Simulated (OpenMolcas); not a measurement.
# Er³⁺ among point charges: CASSCF levels and susceptibility

How does a field of 3 point charges split the states of Er³⁺, and what χT follows?

The numbers are computed with OpenMolcas 26.06 (state-averaged CASSCF, spin-orbit coupling by RASSI with atomic mean-field integrals), except any that are marked as measured or tabulated.

### Step 1. Starting point

| Item | Value |
| --- | --- |
| Species | Er³⁺ (erbium, Z = 68, 65 electrons) |
| Basis | ANO-RCC-VDZP [7s6p4d2f1g], 68 functions |
| Scalar Hamiltonian | DKH2, point nucleus |
| Inactive shells | 1s 2s 2p 3s 3p 3d 4s 4p 4d 5s 5p |
| Active space | 11 electrons in 7 orbitals (4f) |
| Some configurations of this space | 4f11 |
| Orbitals | optimised for the highest spin of each parity, averaged over all roots |

The outer shells:

4f11
```
4f [↑↓][↑↓][↑↓][↑↓][↑ ][↑ ][↑ ]
```

The ion sits among 3 point charges of -1 e arranged as a planar triangle (D3h), 3.11 Å from the ion.

The work runs as a chain of OpenMolcas steps in one folder; each step below is one input file. Labels, J, g values, rates, χT and fits are worked out afterwards by a script from the matrices that RASSI stores.

### Step 2. Basis and integrals

a.inp

```
&GATEWAY
Coord
1

Er 0.0 0.0 0.0
Basis=ANO-RCC-VDZP
Group=NoSym
NoMove
AngMom=0.0 0.0 0.0
AMFI
XField
3 Angstrom 0
3.110000 0.000000 0.000000 -1.000000
-1.555000 2.693339 0.000000 -1.000000
-1.555000 -2.693339 0.000000 -1.000000
&SEWARD
```

Started as:

```
$ OMP_NUM_THREADS=1 MOLCAS_MEM=2252 MOLCAS_PROJECT=a pymolcas a.inp > a.log
```

### Step 3. Reference wave functions, quartets, 35 roots

a.inp

```
&RASSCF
FileOrb=start.orb
Symmetry=1
Spin=4
nActEl=11 0 0
Inactive=27
Ras2=7
CIRoot=35 35 1
SDav=35
CIMx=300
Iter=120 100
PrWF=0.3
OrbListing=Nothing
MaxOrb=0
>>> COPY $Project.JobIph JOB001
```

start.orb holds the contracted functions of the basis, ordered by shell, or the orbitals of the step before.

### Step 4. CASSCF: doublets, 112 roots

a.inp

```
&RASSCF
FileOrb=start.orb
Symmetry=1
Spin=2
nActEl=11 0 0
Inactive=27
Ras2=7
CIRoot=112 112 1
SDav=112
CIMx=300
Iter=120 100
PrWF=0.3
OrbListing=Nothing
MaxOrb=0
CIOnly
>>> COPY $Project.JobIph JOB002
```

### Step 5. State interaction with spin-orbit coupling

a.inp

```
&RASSI
NrOfJobIphs=2 30 66
1 2 3 4 5 6 7 8 9 10 11 12 13 14 15 16 17 18 19 20 21 22 23 24 25 26 27
28 29 30
1 2 3 4 5 6 7 8 9 10 11 12 13 14 15 16 17 18 19 20 21 22 23 24 25 26 27
28 29 30 31 32 33 34 35 36 37 38 39 40 41 42 43 44 45 46 47 48 49 50 51
52 53 54 55 56 57 58 59 60 61 62 63 64 65 66
IphNames
JOB001
JOB002
EJob
SpinOrbit
DIPRint=1.0
SOCoupling=1000.0
Subsets=2
Property=9
'ANGMOM' 1 'ANGMOM' 2 'ANGMOM' 3 'MLTPL  1' 1 'MLTPL  1' 2 'MLTPL  1' 3
'AMFI' 1 'AMFI' 2 'AMFI' 3
SOProperty=3
'ANGMOM' 1 'ANGMOM' 2 'ANGMOM' 3
```

Q: Predict the outcome of this session. Wanted: spin-free ground state; first state of the same spin within the active space; lowest level; next level.

As calculated:

| quantity | value |
| --- | --- |
| method | CASSCF |
| spin-free ground state | quartet, 2-fold in its orbital part |
| first state of the same spin within the active space | 4E at 58.5 cm⁻¹ |
| lowest level | 2-fold E3/2, g = 0.00, 0.00, 17.96 |
| next level | 50.4 cm⁻¹ |
| χT at 300 K | 11.42 cm³ K/mol |
| effective moment at 300 K | 9.56 μB |

The spin-free ground state (quartet) comes to 100 % from free-ion I terms and keeps the highest spin of the shell. The doublets rest on orbitals optimised for another spin in at least one step, which raises them against the optimised states. Not all states of the active space went into the spin-orbit step. High states of lower spin are left out of the spin-orbit mixing, and CASSCF puts spin-flip levels too high. Point charges carry no covalency, so the field is a model and not that of real ligands.
